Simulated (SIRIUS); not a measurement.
Wanted: the native input for a SIRIUS 7.10.0 run.

| Quantity | Value |
| --- | --- |
| Task | band structure |
| Functional | PBEint |
| Potentials or basis | PseudoDojo 0.4.1 PBEsol standard (scalar relativistic) |
| Cutoff | 1078 eV |
| Density cutoff | 4311 eV |
| k mesh | 8 × 8 × 8 |
| Occupations | cold, width 0.01 eV |
| Spin | no spin polarisation |
| Libxc names | ["XC_GGA_X_PBEINT", "XC_GGA_C_PBEINT"] |
| Energy tol | 1e-08 Ha |
| Density tol | 1e-05 |
| Mixer | anderson |
| Mixing beta | 0.7 |
| Max scf | 100 |

Crystal: HfGe.

```
Hf Ge
1.0
     3.50084    0.00000    0.00000
     0.00000    3.50084    0.00000
     0.00000    0.00000    3.50084
Hf Ge
1 1
Direct
  0.00000 0.00000 0.00000
  0.50000 0.50000 0.50000
```

The cell was built by a generator and needn't be a form met in nature.

One way to write it, as run:

sirius.json

```json
{
  "control": {
    "processing_unit": "cpu",
    "verbosity": 2,
    "num_bands_to_print": 21,
    "print_forces": true,
    "print_stress": true
  },
  "parameters": {
    "electronic_structure_method": "pseudopotential",
    "xc_functionals": ["XC_GGA_X_PBEINT", "XC_GGA_C_PBEINT"],
    "gk_cutoff": 8.9,
    "pw_cutoff": 17.8,
    "ngridk": [8, 8, 8],
    "shiftk": [0, 0, 0],
    "smearing": "cold",
    "smearing_width": 0.0003674932,
    "num_bands": 21,
    "num_mag_dims": 0,
    "num_dft_iter": 100,
    "energy_tol": 1e-08,
    "density_tol": 1e-05,
    "use_ibz": false
  },
  "iterative_solver": {
    "type": "davidson",
    "min_tolerance": 1e-10
  },
  "mixer": {
    "type": "anderson",
    "beta": 0.7,
    "max_history": 8
  },
  "settings": {
    "tol_ne": 1e-10
  },
  "unit_cell": {
    "lattice_vectors": [
      [6.615624781018, 0.0, 0.0],
      [0.0, 6.615624781018, 0.0],
      [0.0, 0.0, 6.615624781018]
    ],
    "atom_coordinate_units": "lattice",
    "atom_types": ["Hf", "Ge"],
    "atom_files": {
      "Hf": "Hf.json",
      "Ge": "Ge.json"
    },
    "atoms": {
      "Hf": [
        [0.0, 0.0, 0.0]
      ],
      "Ge": [
        [0.5, 0.5, 0.5]
      ]
    }
  }
}
```

bands_input.json

```json
{
  "control": {
    "processing_unit": "cpu",
    "verbosity": 1,
    "num_bands_to_print": 21,
    "print_forces": true,
    "print_stress": true
  },
  "parameters": {
    "electronic_structure_method": "pseudopotential",
    "xc_functionals": ["XC_GGA_X_PBEINT", "XC_GGA_C_PBEINT"],
    "gk_cutoff": 8.9,
    "pw_cutoff": 17.8,
    "ngridk": [8, 8, 8],
    "shiftk": [0, 0, 0],
    "smearing": "cold",
    "smearing_width": 0.0003674932,
    "num_bands": 21,
    "num_mag_dims": 0,
    "num_dft_iter": 100,
    "energy_tol": 1e-08,
    "density_tol": 1e-05,
    "use_ibz": false
  },
  "iterative_solver": {
    "type": "davidson",
    "min_tolerance": 1e-10,
    "energy_tolerance": 1e-09,
    "num_steps": 60
  },
  "mixer": {
    "type": "anderson",
    "beta": 0.7,
    "max_history": 8
  },
  "settings": {
    "tol_ne": 1e-10
  },
  "unit_cell": {
    "lattice_vectors": [
      [6.615624781018, 0.0, 0.0],
      [0.0, 6.615624781018, 0.0],
      [0.0, 0.0, 6.615624781018]
    ],
    "atom_coordinate_units": "lattice",
    "atom_types": ["Hf", "Ge"],
    "atom_files": {
      "Hf": "Hf.json",
      "Ge": "Ge.json"
    },
    "atoms": {
      "Hf": [
        [0.0, 0.0, 0.0]
      ],
      "Ge": [
        [0.5, 0.5, 0.5]
      ]
    }
  },
  "kpoints_rel": {
    "G": [0.0, 0.0, 0.0],
    "X": [0.0, 0.5, 0.0],
    "M": [0.5, 0.5, 0.0],
    "R": [0.5, 0.5, 0.5]
  },
  "kpoints_path": ["G", "X", "M", "G", "R", "X"]
}
```

Potentials or basis: PseudoDojo 0.4.1 PBEsol standard (scalar relativistic).

Command:

```console
$ upf_to_json Hf.upf
$ upf_to_json Ge.upf
$ OMP_NUM_THREADS=1 sirius.scf --input=sirius.json --output=out.json --task=0
$ OMP_NUM_THREADS=1 sirius.scf --input=bands_input.json --task=2
```

Results of the run:

| Property | Result |
| --- | --- |
| Pressure | -13.8 GPa |
| Band gap along the path | none (metal or under the smearing width) |

Caveat: the potentials were made for another functional, which shifts forces and pressure; spin-orbit coupling is left out, which moves the levels of the heavy elements.

Run time: 19 min on 1 thread of Arm Neoverse V1, on a shared host, peak memory 4.1 GiB.
